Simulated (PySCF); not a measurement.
# The bond of MgTe+, level by level

One table from this session's results is given with a row withheld; the runs are named, their logs left out.

Computed with PySCF 2.14.0. Level: Mg def2-SVPD, Te def2-SVPD with ECP28, scalar-relativistic core potentials.

The first run:

A driver script around PySCF takes these settings:

```yaml
atoms: Mg, Te
charge: 1
basis: Mg def2-SVPD, Te def2-SVPD with ECP28
Hamiltonian: scalar-relativistic core potentials
basis_functions: 56
electrons_treated: 35
masses_in_u: 23.9850, 129.9062
levels: PBE0, PBE, r²SCAN, MN15, BLYP, BHandHLYP, CAM-B3LYP, HF, MP2, SCS-MP2
grid: 80 radial by 434 angular points
occupations: held fixed by the projection of orbital angular momentum
dissociation_limit: Mg+ + Te, each in its ground configuration
starting_distance_in_angstrom: 2.775
values_of_2S_to_try: 1, 3
```

Launch:

```bash
> OMP_NUM_THREADS=1 python dia.py task.json out
```

Among the steps run: Input; PBE0 along the bond; Excited determinants; PBE; r²SCAN (meta-GGA); MN15 (hybrid meta-GGA); BLYP (GGA); BHandHLYP (global hybrid GGA); CAM-B3LYP (range-separated hybrid); ROHF.

One table of the session follows, with a row left open; its other results are not shown here.

It belongs to the step «The curves together». Energy (eV) from each level's lowest point:

| R (Å) | ROHF | ROHF-MP2 | ROHF-SCS-MP2 | PBE | BLYP |
| --- | --- | --- | --- | --- | --- |
| 2.236 | 0.813 | 0.854 | 0.868 | 0.782 | 0.821 |
| 2.340 | ? | ? | ? | ? | ? |
| 2.444 | 0.115 | 0.130 | 0.138 | 0.119 | 0.137 |
| 2.522 | 0.026 | 0.033 | 0.037 | 0.031 | 0.040 |
| 2.600 | 0.000 | 0.000 | 0.000 | 0.000 | 0.000 |
| 2.678 | 0.022 | 0.016 | 0.011 | 0.013 | 0.003 |
| 2.782 | 0.105 | 0.092 | 0.079 | 0.079 | 0.056 |
| 2.912 | 0.267 | 0.247 | 0.222 | 0.214 | 0.172 |
| 3.068 | 0.509 | 0.482 | 0.440 | 0.415 | 0.353 |
| 3.276 | 0.864 | 0.823 | 0.756 | 0.704 | 0.615 |

Q: Estimate the row for R (Å) = 2.340 from the others.

Worked estimate for «ROHF». A straight line through the neighbours (2.236, 0.813) and (2.444, 0.115) gives 0.813 + (0.115 − 0.813) × (2.340 − 2.236) / (2.444 − 2.236) = 0.464; a parabola fitted to 3 rows on both sides gives 0.380.

The run gave: ROHF: 0.363; ROHF-MP2: 0.390; ROHF-SCS-MP2: 0.402; PBE: 0.356; BLYP: 0.386. In «ROHF» the line misses by +0.101 and the parabola by +0.017.

To keep in mind: At some levels the lowest empty orbital lies below the highest filled one (the two can be of opposite spin).
